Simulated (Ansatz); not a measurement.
# Be2: the cost of one run

Program: Ansatz 0.2.0. Level of theory: ccsdtq on Hartree-Fock, Gaussian basis cc-pVDZ, and further levels as typed in the inputs. These are calculated values, not measurements.

2 further runs of the same task are left out: 2 that didn't finish.

### 1 The structure to begin with

No two atoms stand within bonding distance.

Structure file:

```xyz
2

Be    0.0000    0.0000   -1.2250
Be    0.0000    0.0000    1.2250
```

### 2 Batch of points: Be2

File input.yaml:

```yaml
basis:
  gaussian: { orbitals: cc-pVDZ }
hamiltonian:
  xc: hf
correlation:
  method: ccsdtq
batch:
  members: [s0.yaml, s1.yaml, s2.yaml, s3.yaml, s4.yaml, s5.yaml, ...]
# s1.yaml, one of 22 members:
crystal:
  periodic: [false, false, false]
  atoms:
    - { symbol: Be, position_ang: [0.0, 0.0, -1.225] }
    - { symbol: Be, position_ang: [0.0, 0.0, 0.775] }
```

On the command line:

```
ansatz run input.yaml --threads 2 --pin off --max-ram 6144MiB --backend cpu --events-out ev --progress --plain --runs-dir out
```

What time and memory should one allow on 2 threads of Arm Neoverse V1, shared host?

About 4.2 min, with a peak of 0.65 GiB.
